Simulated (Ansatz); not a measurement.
**Rb3Pt under changes of volume**

One of the cells (41.566 Å³/atom); the others are scaled copies at fixed shape and fractional positions:

```
CELL_PARAMETERS angstrom
5.49879 0.00000 0.00000
0.00000 5.49879 0.00000
0.00000 0.00000 5.49879
ATOMIC_POSITIONS crystal
Pt 0.50000 0.50000 0.50000
Rb 0.50000 0.00000 0.00000
Rb 0.00000 0.50000 0.00000
Rb 0.00000 0.00000 0.50000
```

The cell comes from a database or a generator and needn't be the stable form of this composition.

```yaml
Program: Ansatz 0.2.0
Functional: PBE
Potentials_or_basis: Ansatz PAW
Cutoff: "420 eV (not typed: the program's choice for these potentials)"
k_mesh: 5 × 5 × 5
Occupations: fermi-dirac, width 0.05 eV
Spin: no spin polarisation
```

| volume (Å³/atom) | energy over the lowest point (meV/atom) | pressure (GPa) |
| --- | --- | --- |
| 39.072 | ? | ? |
| 39.904 | 0.84 | 0.3 |
| 40.735 | 0.00 | 0.1 |
| 41.566 | 0.22 | -0.1 |
| 42.398 | 1.38 | -0.3 |
| 43.229 | 3.40 | -0.5 |
| 44.060 | 6.18 | -0.6 |

Problem. What does the run at 39.072 Å³/atom give?

Solution. Energy over the lowest point 2.85 meV/atom; pressure 0.5 GPa.

Worked out: A Birch-Murnaghan fit of order 3 (a polynomial in V^(-2/3)) to the other rows has its minimum at 40.97 Å³/atom with B0 = V·E''(V) = 9.7 GPa and B' = 4.3. It gives 2.86 meV/atom at 39.072 Å³/atom, against the run's 2.85, and -dE/dV = 0.5 GPa, against 0.5.

Energies are extrapolated to zero smearing.
